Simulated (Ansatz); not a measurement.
# Si₂H₆NF: how energies converge with the basis set

How large a basis does Si₂H₆NF need? Two functionals and correlated methods are run in growing sets.

Method: one geometry, several basis sets; program: Ansatz 0.2.0, Gaussian basis.

The runs, in order: PBE0-D4/def2-SVP; ωB97M-V/def2-SVP; PBE0-D4/def2-QZVPP; ωB97M-V/def2-QZVPP; CCSD(T)/cc-pV(D+d)Z; CCSD(T)/cc-pV(T+d)Z; CCSD(T)/cc-pV(Q+d)Z; the functionals' def2-TZVPP values are taken from earlier runs.

**1. The relaxed structure**

An earlier PBE0-D4/def2-TZVP relaxation fixed the geometry.

SMILES `F[SiH2]N[SiH3]`, 10 atoms, charge 0, spin multiplicity 1.

Atoms are counted from 1 here; the program's logs count them from 0.

Bond lengths: F1–Si2 1.602 Å, Si2–N3 1.706 Å, Si2–H5 1.480 Å, Si2–H6 1.478 Å, N3–Si4 1.733 Å, N3–H7 1.011 Å, Si4–H8 1.487 Å, Si4–H9 1.483 Å, Si4–H10 1.487 Å. Angles: F1–Si2–N3 112.6°, F1–Si2–H5 106.0°, F1–Si2–H6 106.5°, N3–Si2–H5 109.3°, N3–Si2–H6 108.8°, H5–Si2–H6 113.7°, Si2–N3–Si4 128.1°, Si2–N3–H7 115.6°, Si4–N3–H7 115.9°, N3–Si4–H8 112.0°, N3–Si4–H9 106.7°, N3–Si4–H10 110.9°, H8–Si4–H9 109.6°, H8–Si4–H10 107.7°, H9–Si4–H10 109.9°.

**2. PBE0-D4 in def2-SVP**

The input, in.yaml:

```yaml
crystal:
  periodic: [false, false, false]
  atoms:
    - {symbol: F, position_ang: [-2.181006, 0.400076, -1.256829]}
    - {symbol: Si, position_ang: [-0.764481, 1.023690, -0.845247]}
    - {symbol: N, position_ang: [0.397604, -0.171314, -0.482199]}
    - {symbol: Si, position_ang: [0.699046, -0.942831, 1.040382]}
    - {symbol: H, position_ang: [-0.309533, 1.809096, -2.014692]}
    - {symbol: H, position_ang: [-1.001717, 1.841057, 0.363373]}
    - {symbol: H, position_ang: [0.903348, -0.543691, -1.274570]}
    - {symbol: H, position_ang: [0.339214, -2.385618, 1.014387]}
    - {symbol: H, position_ang: [-0.134652, -0.240692, 2.046620]}
    - {symbol: H, position_ang: [2.135278, -0.840773, 1.411674]}
basis:
  gaussian: {orbitals: def2-SVP}
hamiltonian: {xc: pbe0, dispersion: d4}
output: {orbitals: {seedname: orbitals}}
```

On the command line:

```
ansatz run in.yaml --threads 2 --pin off --events-out ev --progress --plain --max-ram 20480MiB --backend cpu
```

After this run come: ωB97M-V in def2-SVP; PBE0-D4 in def2-QZVPP; ωB97M-V in def2-QZVPP; CCSD(T) in cc-pV(D+d)Z; CCSD(T) in cc-pV(T+d)Z; CCSD(T) in cc-pV(Q+d)Z.

**Question.** What will the summary of the whole plan be? Wanted: MP2 correlation recovered, cc-pV(D+d)Z; MP2 correlation recovered, cc-pV(T+d)Z; MP2 correlation recovered, cc-pV(Q+d)Z; CCSD(T) limit from def2 sets; PBE0-D4: double and triple zeta above quadruple; ωB97M-V: double and triple zeta above quadruple.

**Answer**, as computed:

| quantity | value |
| --- | --- |
| MP2 correlation recovered, cc-pV(D+d)Z | 68.7 % |
| MP2 correlation recovered, cc-pV(T+d)Z | 87.8 % |
| MP2 correlation recovered, cc-pV(Q+d)Z | 94.9 % |
| CCSD(T) limit from def2 sets (earlier runs) minus this one | -23 meV |
| PBE0-D4: double and triple zeta above quadruple | 11.95, 0.81 eV |
| ωB97M-V: double and triple zeta above quadruple | 12.06, 0.75 eV |

In words: PBE0-D4 gains 11.13 eV from double to triple zeta, then 0.81 eV more. Correlation climbs from 69 % (cc-pV(D+d)Z) to 95 % (cc-pV(Q+d)Z) of the limit; Hartree-Fock is 0.183 eV from its own by then. A limit from the def2 sets, made apart, differs by 23 meV, a least measure of the doubt on such a limit. These are total energies; as a rule much of such shifts cancels in differences, which this series doesn't test. The LUMO of ωB97M-V is positive and keeps falling with the basis (2.42 to 1.19 eV): an unbound level that the basis holds in place.
